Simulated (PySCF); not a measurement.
**ROCCSD(T)/STO-3G run of BHBr (SMILES [BH]Br)**

Aim: the energy change on altering one bond length of BHBr at ROCCSD(T)/STO-3G, from 2 runs. Input form: a Python script.

The results are computed with PySCF 2.14.0.

14 further runs of the same task are left out: 4 that didn't finish, 10 set aside as unsound or not needed.

## (1) Starting point

BHBr: 3 atoms, total charge 0, spin state doublet. As SMILES, `[BH]Br`. The shape is that of a PBE0-D4/def2-TZVP optimisation.

Bond lengths: B1–Br2 1.868 Å, B1–H3 1.193 Å. Angles: Br2–B1–H3 123.6°.

## (2) The energy at ROCCSD(T)/STO-3G

job.py reads:

```python
from pyscf import gto, cc

system = gto.M(
    atom='''
B     -0.178579    -0.988327    -0.218641
Br     2.231767     1.064294     1.341328
H     -2.073785    -0.198421    -1.147631
''',
    spin=1,
    basis='sto-3g',
    charge=0,
    unit='bohr',
    max_memory=1860,
    verbose=4,
)

mf = system.ROHF()
mf.conv_tol = 1e-10
mf.kernel()
if not mf.converged:
    mf = mf.newton().run(mf.mo_coeff, mf.mo_occ)

mycc = cc.CCSD(mf, frozen=10)
mycc.kernel()
e_t = mycc.ccsd_t()
etot = mycc.e_tot + e_t
print('E(%s) = %.9f' % ('CCSD(T)', etot))
```

Launch:

```console
$ OMP_NUM_THREADS=1 python job.py
```

Output:

```text
PySCF version 2.14.0

[INPUT] num. atoms = 3
[INPUT] num. electrons = 41
[INPUT] charge = 0
[INPUT] spin (= nelec alpha-beta = 2S) = 1
[INPUT] symmetry False subgroup None
[INPUT] Mole.unit = bohr
[INPUT] Symbol           X                Y                Z      unit          X                Y                Z       unit  Magmom
[INPUT]  1 B     -0.094499937149  -0.523000125337  -0.115699834573 AA   -0.178579000000  -0.988327000000  -0.218641000000 Bohr   0.0
[INPUT]  2 Br     1.181000236483   0.563200130519   0.709800209969 AA    2.231767000000   1.064294000000   1.341328000000 Bohr   0.0
[INPUT]  3 H     -1.097399762348  -0.104999871368  -0.607300171745 AA   -2.073785000000  -0.198421000000  -1.147631000000 Bohr   0.0

nuclear repulsion = 58.6237201454069
number of shells = 12
number of NR pGTOs = 72
number of NR cGTOs = 24
basis = sto-3g
ecp = {}

******** <class 'pyscf.scf.rohf.ROHF'> ********
method = ROHF
initial guess = minao
damping factor = 0
level_shift factor = 0
DIIS = <class 'pyscf.scf.diis.CDIIS'>
diis_start_cycle = 1
diis_space = 8
diis_damp = 0
SCF conv_tol = 1e-10
SCF conv_tol_grad = None
SCF max_cycles = 50
direct_scf = True
direct_scf_tol = 1e-13
num. doubly occ = 20  num. singly occ = 1
Set gradient conv threshold to 1e-05
init E= -2565.80233657878
  HOMO = -0.097946648648246  LUMO = 0.0407023351315051  gap/eV = 3.77283
cycle= 1 E= -2569.47374397221  delta_E= -3.67  |g|= 0.324  |ddm|= 1.49
  HOMO = -0.0820409881404114  LUMO = 0.172576187074869  gap/eV = 6.92849
cycle= 2 E= -2569.5483056742  delta_E= -0.0746  |g|= 0.101  |ddm|= 0.798
  HOMO = -0.000480819825791401  LUMO = 0.251958680358391  gap/eV = 6.86923
cycle= 3 E= -2569.56005263476  delta_E= -0.0117  |g|= 0.0363  |ddm|= 0.261
  HOMO = -0.0192636630125856  LUMO = 0.24481848167599  gap/eV = 7.18604
cycle= 4 E= -2569.56116205672  delta_E= -0.00111  |g|= 0.00488  |ddm|= 0.102
  HOMO = -0.0199772913006859  LUMO = 0.244927050996361  gap/eV = 7.20841
cycle= 5 E= -2569.56118385817  delta_E= -2.18e-05  |g|= 0.00143  |ddm|= 0.0118
  HOMO = -0.0198884855747186  LUMO = 0.244973146319245  gap/eV = 7.20725
cycle= 6 E= -2569.56118634657  delta_E= -2.49e-06  |g|= 0.000345  |ddm|= 0.00421
  HOMO = -0.0199243425173247  LUMO = 0.24502222408815  gap/eV = 7.20956
cycle= 7 E= -2569.56118653176  delta_E= -1.85e-07  |g|= 6.13e-05  |ddm|= 0.00118
  HOMO = -0.0199270375582887  LUMO = 0.245025927125076  gap/eV = 7.20974
cycle= 8 E= -2569.5611865371  delta_E= -5.34e-09  |g|= 7.94e-06  |ddm|= 0.000192
  HOMO = -0.0199262951352368  LUMO = 0.245026849826702  gap/eV = 7.20974
cycle= 9 E= -2569.56118653718  delta_E= -7.91e-11  |g|= 1.79e-06  |ddm|= 2.87e-05
  HOMO = -0.0199260787093272  LUMO = 0.245027031004192  gap/eV = 7.20974
Extra cycle  E= -2569.56118653718  delta_E= -1.82e-12  |g|= 7.04e-07  |ddm|= 4.25e-06
converged SCF energy = -2569.56118653718

WARN: RCCSD method does not support ROHF method. ROHF object is converted to UHF object and UCCSD method is called.

******** <class 'pyscf.cc.uccsd.UCCSD'> ********
CC2 = 0
CCSD nocc = (np.int64(11), np.int64(10)), nmo = (14, 14)
frozen orbitals 10
max_cycle = 50
direct = 0
conv_tol = 1e-07
conv_tol_normt = 1e-06
diis_space = 6
diis_start_cycle = 0
diis_start_energy_diff = 1e+09
Init t2, MP2 energy = -0.0333642267903118
Init E_corr(UCCSD) = -0.0336338036879499
cycle = 1  E_corr(UCCSD) = -0.0404811056224675  dE = -0.00684730193  norm(t1,t2) = 0.0602449
cycle = 2  E_corr(UCCSD) = -0.0441320958218339  dE = -0.0036509902  norm(t1,t2) = 0.0241942
cycle = 3  E_corr(UCCSD) = -0.0463765832202406  dE = -0.0022444874  norm(t1,t2) = 0.0144657
cycle = 4  E_corr(UCCSD) = -0.0468152467025839  dE = -0.000438663482  norm(t1,t2) = 0.00434563
cycle = 5  E_corr(UCCSD) = -0.0467362155016487  dE = 7.90312009e-05  norm(t1,t2) = 0.00220583
cycle = 6  E_corr(UCCSD) = -0.0467662148248915  dE = -2.99993232e-05  norm(t1,t2) = 0.000726465
cycle = 7  E_corr(UCCSD) = -0.0467595700742977  dE = 6.64475059e-06  norm(t1,t2) = 0.000257092
cycle = 8  E_corr(UCCSD) = -0.0467658575833699  dE = -6.28750907e-06  norm(t1,t2) = 9.26696e-05
cycle = 9  E_corr(UCCSD) = -0.0467658537809575  dE = 3.80241238e-09  norm(t1,t2) = 3.51613e-05
cycle = 10  E_corr(UCCSD) = -0.0467664197848508  dE = -5.66003893e-07  norm(t1,t2) = 1.43391e-05
cycle = 11  E_corr(UCCSD) = -0.0467660034138776  dE = 4.16370973e-07  norm(t1,t2) = 4.55571e-06
cycle = 12  E_corr(UCCSD) = -0.0467658950234186  dE = 1.08390459e-07  norm(t1,t2) = 1.23548e-06
cycle = 13  E_corr(UCCSD) = -0.0467658900611823  dE = 4.96223635e-09  norm(t1,t2) = 5.84271e-07
UCCSD converged
E(UCCSD) = -2569.607952427245  E_corr = -0.04676589006118229
UCCSD(T) correction = -0.00174935477354727
E(CCSD(T)) = -2569.609701782
```

Wall time 1.5 s (1 thread of Arm Neoverse N1, shared host); peak memory 0.12 GiB.

## (3) The distorted shape at the same level

mol.xyz reads:

```xyz
3

B     -2.390422    -2.478178    -1.601614
Br     1.181000     0.563200     0.709800
H     -3.393322    -2.060178    -2.093214
```

job.py reads:

```python
from pyscf import gto, scf, cc

mol = gto.Mole()
mol.atom = 'mol.xyz'
mol.verbose = 3
mol.max_memory = 1860
mol.charge = 0
mol.spin = 1
mol.basis = 'sto-3g'
mol.build()

calc0 = scf.ROHF(mol)
calc0.conv_tol = 1e-10
calc0.kernel()
if not calc0.converged:
    calc0 = calc0.newton().run(calc0.mo_coeff, calc0.mo_occ)

mycc = cc.CCSD(calc0, frozen=10)
mycc.kernel()
e_t = mycc.ccsd_t()
etot = mycc.e_tot + e_t
print('E = %.10f Eh' % etot)
```

Launch:

```console
$ OMP_NUM_THREADS=1 python job.py
```

Output:

```text
converged SCF energy = -2569.38938077959

WARN: RCCSD method does not support ROHF method. ROHF object is converted to UHF object and UCCSD method is called.

E(UCCSD) = -2569.444864968998  E_corr = -0.05548418940389175
UCCSD(T) correction = -4.02639247143108e-05
E = -2569.4449052329 Eh
```

It took 1.8 s on 1 thread of Arm Neoverse N1, shared host; peak memory 0.12 GiB.

## (4) Outcome

At ROCCSD(T)/STO-3G, 10 core orbitals frozen:

```
                                                          quantity           value
                                         first shape: total energy  -2569.60970 Eh
                 first shape: dipole moment (Hartree–Fock density)          0.94 D
         first shape: correlation energy (10 core orbitals frozen)       -48.5 mEh
                                       first shape: (T) correction       -1.75 mEh
                    first shape: ⟨S²⟩ of the reference determinant           0.750
                                        first shape: T1 diagnostic           0.015
                                     distorted shape: total energy  -2569.44491 Eh
             distorted shape: dipole moment (Hartree–Fock density)          1.02 D
     distorted shape: correlation energy (10 core orbitals frozen)       -55.5 mEh
                                   distorted shape: (T) correction       -0.04 mEh
                distorted shape: ⟨S²⟩ of the reference determinant           0.750
                                    distorted shape: T1 diagnostic           0.005
energy change with the B1–Br2 bond stretched from 1.868 to 5.229 Å        4.484 eV
```

With the B1–Br2 bond stretched from 1.868 to 5.229 Å the energy rises by 4.48 eV (103 kcal/mol). The first shape isn't relaxed at this level, so the change isn't measured from a minimum. The minimal basis adds a large error of its own. Mulliken charges (first shape) of the mean-field density run from -0.08 on Br2 to +0.14 on B1. The triples (first shape) make up 3.6 % of the correlation energy. Mulliken charges (distorted shape) of the mean-field density run from -0.13 on H3 to +0.13 on B1. The triples (distorted shape) make up 0.1 % of the correlation energy.
